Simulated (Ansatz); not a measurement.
# Sm3H: the cost of one run

Program: Ansatz 0.2.0. Level of theory: DFT PBE, scalar-relativistic, plane waves, PAW; 4f electrons in the core of a trivalent norm-conserving potential. These are calculated values, not measurements.

## Step 1: The structure to begin with

The structure is orthorhombic, space group Cmmm (No. 65). The conventional cell has a = 3.523 Å, b = 4.936 Å, c = 9.938 Å, α = 90.00°, β = 90.00°, γ = 90.00°. Sm (site symmetry mm2) has 2 H at 2.97 Å and 6 Sm at 3.03 to 3.12 Å in its first shell of neighbours. Sm (site symmetry mmm) has 8 Sm at 3.03 to 3.12 Å in its first shell of neighbours. Around H (site symmetry mmm) lie 4 Sm at 2.97 Å and 4 H at 3.03 Å.

Structure file:

```cif
data_structure
_symmetry_space_group_name_H-M 'Cmmm'
_symmetry_Int_Tables_number 65
_cell_length_a 3.5231
_cell_length_b 4.9362
_cell_length_c 9.9385
_cell_angle_alpha 90.000
_cell_angle_beta 90.000
_cell_angle_gamma 90.000
_cell_volume 172.83
loop_
_atom_site_label
_atom_site_type_symbol
_atom_site_symmetry_multiplicity
_atom_site_Wyckoff_symbol
_atom_site_fract_x
_atom_site_fract_y
_atom_site_fract_z
_atom_site_occupancy
Sm1 Sm 4 l 0.50000 0.00000 0.75904 1
Sm2 Sm 2 d 0.00000 0.00000 0.50000 1
H1 H 2 a 0.00000 0.00000 0.00000 1
```

Recipe of the guess: species swapped into a database cell of Tl3In (Cmmm, No. 65), with Sm on the Tl sites and H on the In sites. Its size is a rough estimate.

## Step 2: The guess as it stands, on a coarse mesh

The input, input.yaml:

```yaml
crystal:
  lattice:
    - [1.76153513, -2.46807706, 0.0]
    - [1.76153513, 2.46807706, 0.0]
    - [0.0, 0.0, 9.93845658]
  atoms:
    - { symbol: Sm, position: [0.5, 0.5, 0.75904006] }
    - { symbol: Sm, position: [0.0, 0.0, 0.5] }
    - { symbol: Sm, position: [0.5, 0.5, 0.24095994] }
    - { symbol: H, position: [0.0, 0.0, 0.0] }
basis:
  ecutwfc: 690
kpoints:
  mp_grid: { grid: [6, 6, 2] }
hamiltonian:
  xc: pbe
  pseudopotentials:
    kind: paw
    azcp: { Sm: "pseudopotentials/pbe/nc/lanthanide_3plus/Sm.nc.azcp" }
scf:
  occupations: { method: gaussian, width: 0.1 }
  lower_state_search: "off"
output:
  forces: true
  stress: true
  eigenvalues: true
```

On the command line:

```
$ ansatz run input.yaml --threads 1 --pin off --max-ram 2560MiB --backend cpu --events-out ev --progress --plain --runs-dir out
```

**Question.** How long does this run take on 1 thread of Arm Neoverse V1, shared host, and how much memory does it need?

About 8.7 s, with a peak of 0.35 GiB.
